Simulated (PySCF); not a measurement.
# F4Pd ([PdF4]2-): the cost of one run

Programs: PySCF 2.14.0, with routines of our own; each step states its level. All values are computed. Atoms count from 0.

## 1. The system as given

5 atoms, charge -2, states of the metal's open shell are computed; geometry from: model start, shaken.

## 2. Geometry optimisation at PBE0-D3(BJ)/def2-TZVP

The job: settings as JSON, then the geometry in Å.

```
{"job": {"xc": "PBE0", "basis": "def2-TZVP", "d3": "d3bj", "grid": 1, "maxiter": 45, "solvent": "water", "kind": "geom"}, "charge": -2, "metal": "Pd", "open_shell": "d8"}
Pd     0.000020     0.004480    -0.004110
F      2.026640    -0.006820    -0.014870
F     -2.039100     0.020100    -0.007380
F     -0.009310     2.047350     0.005350
F      0.001580    -2.053960    -0.000440
```

On the command line:

```console
$ OMP_NUM_THREADS=1 python lf_run.py task.json out
```

This one command runs all jobs of the session in turn.

**Question.** How long does this first job take on 1 thread of Arm Neoverse V1, shared host, and how much memory does it need?

About 71 s, with a peak of 0.91 GiB.
